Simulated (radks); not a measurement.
**Tc inside a hard spherical wall**

One table from this session's results is given with a row withheld; the runs are named, their logs left out.

The numbers are computed with radks (a radial shooting solver on a logarithmic mesh, Libxc functionals) version 1 (scalar-relativistic Kohn-Sham, LDA (Slater exchange, Perdew-Wang correlation), spin-polarised, spherical densities, finite nucleus; open shells are filled with parallel spins first), except any that are marked as measured or tabulated.

## The atom as given

- element: technetium (Z = 43)
- charge: 0
- electrons: 43
- configuration: [Kr] 4d5 5s2
- nuclear rms radius: 4.4112 fm

The outer shells:

Tc
```
[Kr] core
4d [↑ ][↑ ][↑ ][↑ ][↑ ]
5s [↑↓]
```

The first run:

Settings of this run:

```text
Z 43
configuration [Kr] 4d5 5s2 5p0 6s0 4f0
relativity scalar-relativistic
functional lda,pw
spin polarised
nucleus finite rms 4.4112 fm
c 137.035999084
```

Steps of the session up to this table: The free atom; Wall at 20 bohr; Wall at 15 bohr; Wall at 10 bohr; Wall at 8 bohr; Wall at 6 bohr; Wall at 5 bohr; Wall at 4 bohr; Wall at 2.5 bohr; Wall at 2 bohr; Wall at 1.5 bohr.

One table of the session follows, with a row left open; its other results are not shown here.

```
R (bohr)  E − E(free) (eV)  ε(5s) (eV)  ε(5p, empty) (eV)  ε(6s, empty) (eV)  ε(4f, empty) (eV)
    free             0.000      -5.746             -1.747             -0.065                  -
      20             0.000      -5.746             -1.747              0.032              1.479
      15             0.000      -5.746             -1.745              0.267              2.373
      10             0.014      -5.711             -1.641              1.708              4.658
       8             0.139      -5.527             -1.252              4.213              6.930
       6                 ?           ?                  ?                  ?                  ?
       5             4.346      -2.413              3.609             23.096             16.743
       4            15.449       3.520             11.709             47.999             25.690
     2.5            157.98      57.269             75.748             202.13             65.742
       2            434.78      138.00             163.53             385.54             106.66
     1.5            1457.0      372.78             405.82             856.14             203.13
```

Q: Estimate the row for R (bohr) = 6 from the others.

Worked estimate for «E − E(free) (eV)». A straight line through the neighbours (8, 0.139) and (5, 4.346) gives 0.139 + (4.346 − 0.139) × (6 − 8) / (5 − 8) = 2.944; a parabola fitted to 4 rows on both sides gives 2.603.

The run gave: E − E(free) (eV): 1.339; ε(5s) (eV): -4.434; ε(5p, empty) (eV): 0.594; ε(6s, empty) (eV): 12.297; ε(4f, empty) (eV): 11.842. In «E − E(free) (eV)» the line misses by +1.605 and the parabola by +1.264. Between these rows the values bend or scatter more than so simple an estimate can follow.

From R = 4 bohr inwards the highest occupied level lies above zero, pushed up by confinement. Shells are not refilled when levels cross, and a hard wall is a model, not a crystal.
